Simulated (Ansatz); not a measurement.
# CH3AlBrCl: basis-set convergence

How large a basis does CH3AlBrCl need? Two functionals are run in growing sets.

The runs use Ansatz 0.2.0, Gaussian basis; one geometry, several basis sets.

Plan: PBE0-D4/def2-SVP; ωB97M-V/def2-SVP; PBE0-D4/def2-QZVPP; ωB97M-V/def2-QZVPP; the functionals' def2-TZVPP values are taken from earlier runs.

### 1 The relaxed structure

All runs share one geometry, relaxed beforehand with PBE0-D4 in a triple-zeta def2 set.

7 atoms, charge 0, spin multiplicity 1.

Atoms are counted from 1 here; the program's logs count them from 0.

Bond lengths: Cl1–Al2 2.100 Å, Al2–C3 1.947 Å, Al2–Br4 2.630 Å, Al2–H5 1.570 Å, C3–Br4 2.010 Å, C3–H6 1.087 Å, C3–H7 1.087 Å. Angles: Cl1–Al2–C3 116.9°, Cl1–Al2–Br4 111.6°, Cl1–Al2–H5 120.5°, C3–Al2–Br4 49.4°, C3–Al2–H5 122.4°, Br4–Al2–H5 109.5°, Al2–C3–Br4 83.3°, Al2–C3–H6 121.1°, Al2–C3–H7 122.1°, Br4–C3–H6 105.3°, Br4–C3–H7 105.2°, H6–C3–H7 111.6°, Al2–Br4–C3 47.3°.

### 2 PBE0-D4 in def2-SVP

Contents of in.yaml:

```yaml
crystal:
  periodic: [false, false, false]
  atoms:
    - {symbol: Cl, position_ang: [-2.603596, 0.099444, 0.496103]}
    - {symbol: Al, position_ang: [-0.730853, 0.605971, -0.308349]}
    - {symbol: C, position_ang: [0.827919, -0.251827, 0.483140]}
    - {symbol: Br, position_ang: [0.610521, -1.529263, -1.053973]}
    - {symbol: H, position_ang: [-0.611536, 1.712272, -1.415853]}
    - {symbol: H, position_ang: [0.739797, -0.862055, 1.377931]}
    - {symbol: H, position_ang: [1.828948, 0.157358, 0.375300]}
basis:
  gaussian: {orbitals: def2-SVP}
hamiltonian: {xc: pbe0, dispersion: d4}
output: {orbitals: {seedname: orbitals}}
```

Run with:

```
$ ansatz run in.yaml --threads 2 --pin off --events-out ev --progress --plain --max-ram 4352MiB
```

Further steps of the session: ωB97M-V in def2-SVP; PBE0-D4 in def2-QZVPP; ωB97M-V in def2-QZVPP.

Before running them: what should the planned runs give, taken together? Wanted: PBE0-D4: double and triple zeta above quadruple; ωB97M-V: double and triple zeta above quadruple.

The runs gave:

| quantity | value |
| --- | --- |
| PBE0-D4: double and triple zeta above quadruple | 18.44, 2.07 eV |
| ωB97M-V: double and triple zeta above quadruple | 18.33, 1.99 eV |

What this shows: For PBE0-D4 the step from double to triple zeta gains 16.38 eV and the next only 2.07 eV. Total energies overstate the basis error of differences, where much of it tends to cancel. The LUMO of ωB97M-V is positive and keeps falling with the basis (0.95 to 0.35 eV): an unbound level that the basis holds in place.
